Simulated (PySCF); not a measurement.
# doublet [CH2Br2]− at 3 levels

We compute a comparison of 3 runs (U-r2SCAN/def2-SVPD, UBLYP/def2-SVPD, UPBE0/def2-SVPD) of doublet [CH2Br2]−. Input form: a Python script.

The calculation is run with PySCF 2.14.0.

1 further run of the same task is left out (set aside as unsound or not needed).

## Step 1: The structure to begin with

The species is [CH2Br2]− (5 atoms), meant as a doublet with charge -1. SMILES of the parent species: `BrCBr`. Geometry: relaxed at PBE0-D4/def2-TZVP. That shape belongs to the parent species and isn't relaxed for this state.

Bond lengths: Br1–C2 1.922 Å, C2–Br3 1.922 Å, C2–H4 1.084 Å, C2–H5 1.084 Å. Angles: Br1–C2–Br3 113.8°, Br1–C2–H4 107.8°, Br1–C2–H5 107.8°, Br3–C2–H4 107.8°, Br3–C2–H5 107.8°, H4–C2–H5 112.1°.

## Step 2: A single-point energy at U-r2SCAN/def2-SVPD (run 1)

File run.py:

```python
from pyscf import gto, dft

molecule = gto.M(
    atom=[
    ('Br', (-0.582370, -0.873340, 1.500320)),
    ('C', (-0.105050, 0.124070, -0.071970)),
    ('Br', (1.613500, -0.344140, -0.794330)),
    ('H', (-0.075830, 1.173320, 0.198040)),
    ('H', (-0.850250, -0.079900, -0.832070)),
],
    spin=1,
    charge=-1,
    verbose=3,
    basis='def2-svpd',
    max_memory=1860,
)

calc0 = dft.UKS(molecule)
calc0.xc = 'r2scan'
calc0.conv_tol = 1e-10
calc0.grids.level = 5
calc0.kernel()
if not calc0.converged:
    calc0 = calc0.newton().run(calc0.mo_coeff, calc0.mo_occ)

energy = calc0.e_tot
print('E(%s) = %.9f' % ('R2SCAN', energy))
```

Started as:

```sh
OMP_NUM_THREADS=1 python run.py
```

Output:

```text
WARN: HOMO -0.0840155697649831 >= LUMO -0.0840155697649805

converged SCF energy = -5186.91131029078  <S^2> = 0.75415263  2S+1 = 2.0041483
E(R2SCAN) = -5186.911310291
```

It took 98 s on 1 thread of Arm Neoverse V2, shared host; peak memory 0.7 GiB.

## Step 3: The energy at UBLYP/def2-SVPD (run 2)

File calc.py:

```python
from pyscf import gto, dft

mol = gto.Mole()
mol.atom = '''
Br      -0.582370      -0.873340       1.500320
C       -0.105050       0.124070      -0.071970
Br       1.613500      -0.344140      -0.794330
H       -0.075830       1.173320       0.198040
H       -0.850250      -0.079900      -0.832070
'''
mol.max_memory = 1860
mol.basis = 'def2-svpd'
mol.spin = 1
mol.verbose = 3
mol.charge = -1
mol.build()

ks = dft.UKS(mol, xc='blyp')
ks.conv_tol = 1e-10
ks.grids.level = 5
ks.kernel()
if not ks.converged:
    ks = ks.newton().run(ks.mo_coeff, ks.mo_occ)

e_tot = ks.e_tot
print('E = %.10f Eh' % e_tot)
```

Started as:

```sh
OMP_NUM_THREADS=1 python calc.py
```

Output:

```text
converged SCF energy = -5186.9792647466  <S^2> = 0.7510346  2S+1 = 2.0010343
E = -5186.9792647466 Eh
```

Wall time 43 s (1 thread of Arm Neoverse V2, shared host); peak memory 0.68 GiB.

## Step 4: The energy at UPBE0/def2-SVPD (run 3)

File run.py:

```python
from pyscf import gto, dft

mol = gto.Mole()
mol.atom = '''
Br  -0.582370  -0.873340   1.500320
C   -0.105050   0.124070  -0.071970
Br   1.613500  -0.344140  -0.794330
H   -0.075830   1.173320   0.198040
H   -0.850250  -0.079900  -0.832070
'''
mol.charge = -1
mol.verbose = 4
mol.basis = 'def2-svpd'
mol.max_memory = 1860
mol.spin = 1
mol.build()

mf = dft.UKS(mol, xc='pbe0')
mf.grids.level = 5
mf.conv_tol = 1e-10
mf.kernel()
if not mf.converged:
    mf = mf.newton().run(mf.mo_coeff, mf.mo_occ)

energy = mf.e_tot
print('Final energy', energy)
```

Started as:

```sh
OMP_NUM_THREADS=1 python run.py
```

Output:

```text
PySCF version 2.14.0

[... 53 lines left out ...]
WARN: HOMO -0.0743617710870237 >= LUMO -0.0743617710870228
[... 50 lines left out ...]
converged SCF energy = -5186.30712444178  <S^2> = 0.75294176  2S+1 = 2.0029396
Final energy -5186.307124441783
```

It took 43 s on 1 thread of Arm Neoverse V2, shared host; peak memory 0.68 GiB.

## Step 5: The series

```tsv
run	level	energy (Eh)	HOMO energy (eV)	LUMO energy (eV)	⟨S²⟩	wall time
1	U-r2SCAN/def2-SVPD	-5186.911310	2.45	3.36	0.754	98 s
2	UBLYP/def2-SVPD	-5186.979265	2.56	3.02	0.751	43 s
3	UPBE0/def2-SVPD	-5186.307124	2.03	3.67	0.753	43 s
```

## Step 6: What came out

| quantity | value |
| --- | --- |
| run 3: total energy | -5186.30712 Eh |
| run 3: HOMO energy (highest over α and β) | 2.03 eV |
| run 3: LUMO energy (lowest over α and β) | 3.67 eV |
| run 3: ⟨S²⟩ | 0.753 |

In words: Totals of different functionals can't be ranked against each other. In runs 1, 2, 3 the HOMO lies above zero, so the outermost electron may be held by the basis alone. All runs together took 3.1 min, the longest 98 s.
